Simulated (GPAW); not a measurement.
GeW:

```
Ge W
1.0
     0.00000    2.57761    2.57761
     2.57761    0.00000    2.57761
     2.57761    2.57761    0.00000
Ge W
1 1
Direct
  0.50000 0.50000 0.50000
  0.00000 0.00000 0.00000
```

The cell was built by a generator and needn't be a form met in nature.

Base run:

| Quantity | Value |
| --- | --- |
| Program | GPAW 26.7.0 |
| Functional | PBE |
| Potentials or basis | GPAW PAW data sets (gpaw-data 1.2.1) |
| Cutoff | 600 eV |
| Basis | pw |
| k mesh | 9 × 9 × 9 |
| Occupations | fermi-dirac, width 0.05 eV |
| Spin | no spin polarisation |
| Hubbard terms | W d U = 3 eV |

Its results: band gap on the k mesh none (metal or under the smearing width); pressure 1.3 GPa.

Question: After a change of settings the same cell gave: band gap on the k mesh none (metal or under the smearing width); pressure 2.2 GPa. Which change was it?
A. hubbard terms from W d U = 3 eV to W d U = 5 eV
B. hubbard terms from W d U = 3 eV to W d U = 1 eV
C. hubbard terms from W d U = 3 eV to none

Answer: A.

Caveats: U without spin polarisation on a metal has little footing; the U is typed as a test and isn't derived for this compound.
